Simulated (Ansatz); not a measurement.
# C₄H₉FGeO: basis-set convergence

The task here is to estimate one member of a computed series from the others.

Method: one geometry, several basis sets; program: Ansatz 0.2.0, Gaussian basis.

The runs, in order: PBE0-D4/def2-SVP; ωB97M-V/def2-SVP; PBE0-D4/def2-QZVPP; ωB97M-V/def2-QZVPP; the functionals' def2-TZVPP values are taken from earlier runs.

## Structure used throughout

An earlier PBE0-D4 in a triple-zeta def2 set relaxation fixed the geometry.

SMILES `CC(C)(C)[O][Ge][F]`, 16 atoms, charge 0, spin multiplicity 1.

Atoms are counted from 1 here; the program's logs count them from 0.

Bond lengths: C1–C2 1.520 Å, C1–H8 1.092 Å, C1–H9 1.092 Å, C1–H10 1.092 Å, C2–C3 1.522 Å, C2–C4 1.522 Å, C2–O5 1.435 Å, C3–H11 1.091 Å, C3–H12 1.092 Å, C3–H13 1.092 Å, C4–H14 1.091 Å, C4–H15 1.092 Å, C4–H16 1.092 Å, O5–Ge6 1.758 Å, Ge6–F7 1.774 Å. Angles: C2–C1–H8 110.6°, C2–C1–H9 110.3°, C2–C1–H10 110.3°, H8–C1–H9 108.6°, H8–C1–H10 108.6°, H9–C1–H10 108.4°, C1–C2–C3 110.6°, C1–C2–C4 110.6°, C1–C2–O5 105.7°, C3–C2–C4 111.0°, C3–C2–O5 109.4°, C4–C2–O5 109.4°, C2–C3–H11 110.7°, C2–C3–H12 110.3°, C2–C3–H13 110.2°, H11–C3–H12 108.4°, H11–C3–H13 109.0°, H12–C3–H13 108.2° and more.

Geometry (Å):

```
C     0.4328    0.4359    1.6119
C     0.0865    0.1428    0.1614
C     0.8665   -1.0625   -0.3426
C    -1.4113   -0.0716    0.0010
O     0.4822    1.3081   -0.5760
Ge    0.4441    1.8057   -2.2617
F    -0.2902    0.3819   -3.0242
H     0.1625   -0.4082    2.2506
H     1.5035    0.6217    1.7157
H    -0.1049    1.3205    1.9585
H     0.6198   -1.2735   -1.3842
H     0.6277   -1.9460    0.2540
H     1.9400   -0.8767   -0.2619
H    -1.6616   -0.2819   -1.0398
H    -1.7419   -0.9147    0.6122
H    -1.9557    0.8184    0.3251
```

The first run:

in.yaml reads:

```yaml
crystal:
  periodic: [false, false, false]
  atoms:
    - {symbol: C, position_ang: [0.432775, 0.435890, 1.611856]}
    - {symbol: C, position_ang: [0.086536, 0.142848, 0.161387]}
    - {symbol: C, position_ang: [0.866504, -1.062507, -0.342595]}
    - {symbol: C, position_ang: [-1.411305, -0.071624, 0.001029]}
    - {symbol: O, position_ang: [0.482201, 1.308068, -0.575952]}
    - {symbol: Ge, position_ang: [0.444103, 1.805713, -2.261735]}
    - {symbol: F, position_ang: [-0.290198, 0.381883, -3.024180]}
    - {symbol: H, position_ang: [0.162452, -0.408177, 2.250552]}
    - {symbol: H, position_ang: [1.503543, 0.621736, 1.715744]}
    - {symbol: H, position_ang: [-0.104926, 1.320536, 1.958500]}
    - {symbol: H, position_ang: [0.619835, -1.273524, -1.384166]}
    - {symbol: H, position_ang: [0.627679, -1.945968, 0.254013]}
    - {symbol: H, position_ang: [1.940027, -0.876739, -0.261867]}
    - {symbol: H, position_ang: [-1.661646, -0.281872, -1.039810]}
    - {symbol: H, position_ang: [-1.741862, -0.914666, 0.612167]}
    - {symbol: H, position_ang: [-1.955697, 0.818384, 0.325067]}
basis:
  gaussian: {orbitals: def2-SVP}
hamiltonian: {xc: pbe0, dispersion: d4}
output: {orbitals: {seedname: orbitals}}
```

Steps of the session up to this table: PBE0-D4 in def2-SVP; ωB97M-V in def2-SVP; PBE0-D4 in def2-QZVPP; ωB97M-V in def2-QZVPP.

One of the session's tables, all rows but one given; the rest of the session is left out.

It belongs to the step «Density functionals: the series». 

```
functional       basis  HOMO (eV)  LUMO (eV)
   PBE0-D4    def2-SVP      -7.90      -1.75
   PBE0-D4  def2-TZVPP          ?          ?
   PBE0-D4  def2-QZVPP      -8.00      -1.91
   ωB97M-V    def2-SVP     -10.14       0.26
   ωB97M-V  def2-TZVPP     -10.22       0.13
   ωB97M-V  def2-QZVPP     -10.26      -0.04
```

Estimate the missing values for PBE0-D4, def2-TZVPP.

The run gave: HOMO (eV): -7.96; LUMO (eV): -1.84. In the column «HOMO (eV)» it lies between PBE0-D4, def2-QZVPP (-8.00) and PBE0-D4, def2-SVP (-7.90).
